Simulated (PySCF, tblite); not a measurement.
# C₅H₁₁BrGeO: geometry, infrared bands and NMR shifts

Aim: predict the infrared bands and NMR shifts of C₅H₁₁BrGeO (`C=[C](CCOC)[GeH2][Br]`).

Computed with tblite 0.8.0 and PySCF 2.14.0, with density-fitted response routines of our own, on a single molecule in the gas phase. Atoms count from 0, in the outputs and in this text.

### Step 1. Starting geometry

19 atoms, charge 0, multiplicity 1; geometry from: force field or distance geometry start.

Bonds of the start (Å): C0–C1 1.36, C1–C2 1.48, C2–C3 1.53, C3–O4 1.42, O4–C5 1.41, C1–Ge6 1.92, Ge6–Br7 2.30, C0–H8 1.09, C0–H9 1.08, C2–H10 1.13, C2–H11 1.10, C3–H12 1.11, C3–H13 1.08, C5–H14 1.11, C5–H15 1.12, C5–H16 1.11, Ge6–H17 1.57, Ge6–H18 1.56.

### Step 2. Optimising the geometry with GFN2-xTB

The job: settings as JSON, then the geometry in Å.

```
{"job": {"kind": "relax", "xc": "GFN2-xTB", "basis": "xTB"}, "charge": 0, "multiplicity": 1}
C      1.721700    -1.311000     1.275400
C      1.281500    -0.642800     0.171200
C      0.158000    -1.173800    -0.625400
C     -1.020500    -0.202000    -0.714700
O     -1.518300     0.057200     0.586500
C     -2.606500     0.950800     0.495700
Ge     2.222200     0.978500    -0.259500
Br     1.249400     2.165300    -1.977900
H      1.234100    -2.234100     1.580000
H      2.541800    -0.920800     1.868300
H     -0.274700    -2.078600    -0.105600
H      0.472900    -1.520900    -1.622900
H     -1.838100    -0.792900    -1.182100
H     -0.826400     0.681600    -1.308500
H     -2.286100     1.910300     0.037300
H     -3.007400     1.153600     1.521000
H     -3.443800     0.499400    -0.072700
H      2.261400     1.861500     1.036900
H      3.668900     0.628000    -0.710500
```

On the command line:

```bash
> OMP_NUM_THREADS=1 python probes_run.py task.json out
```

One launch serves the whole session: the jobs run in the order shown.

**Question.** This job is followed by: GFN2-xTB harmonic vibrations, gas phase; GIAO PBE0/pcSseg-1 NMR shielding, non-relativistic, gas phase. What will the session give for the following? strongest single infrared mode (GFN2-xTB); zero-point energy (GFN2-xTB); 13C shifts against TMS (PBE0/pcSseg-1); 1H shifts against TMS (PBE0/pcSseg-1, means over atoms taken as alike); 17O shifts against H2O (PBE0/pcSseg-1); 73Ge shifts against GeMe4 (PBE0/pcSseg-1); 79Br shifts against HBr (PBE0/pcSseg-1).

The runs gave:

| quantity | value |
| --- | --- |
| strongest single infrared mode (GFN2-xTB) | 1924 cm⁻¹, 351 km/mol |
| zero-point energy (GFN2-xTB) | 90.2 kcal/mol |
| 13C shifts against TMS (PBE0/pcSseg-1) | 159.3, 135.1, 75.2, 60.7, 43.3 ppm |
| 1H shifts against TMS (PBE0/pcSseg-1, means over atoms taken as alike) | 6.25, 5.93, 5.54, 3.54, 3.52, 2.62 ppm |
| 17O shifts against H2O (PBE0/pcSseg-1) | 39.5 ppm |
| 73Ge shifts against GeMe4 (PBE0/pcSseg-1) | -66 ppm |
| 79Br shifts against HBr (PBE0/pcSseg-1) | -133 ppm |

Over 212 steps the energy fell by 0.797 eV; of the close pairs, Ge6–H17 changed most, 1.569 to 1.508 Å. All 51 modes are real, so the xTB geometry is a minimum. The strongest single mode, at 1924 cm⁻¹, moves mainly H17. Unscaled tight-binding wavenumbers are off by several per cent, some by more. Its intensities can rank the bands wrongly. C1 (fully substituted alkene carbon) lies farthest downfield among carbon, at 159.3 ppm; as expected for a trigonal carbon in a double bond. At PBE0/pcSseg-1: The widest tensor belongs to Br7: span 355 ppm, with a paramagnetic part of -370 ppm. Spin-orbit coupling is left out, which matters for shieldings and couplings at and beside the heavy atoms.
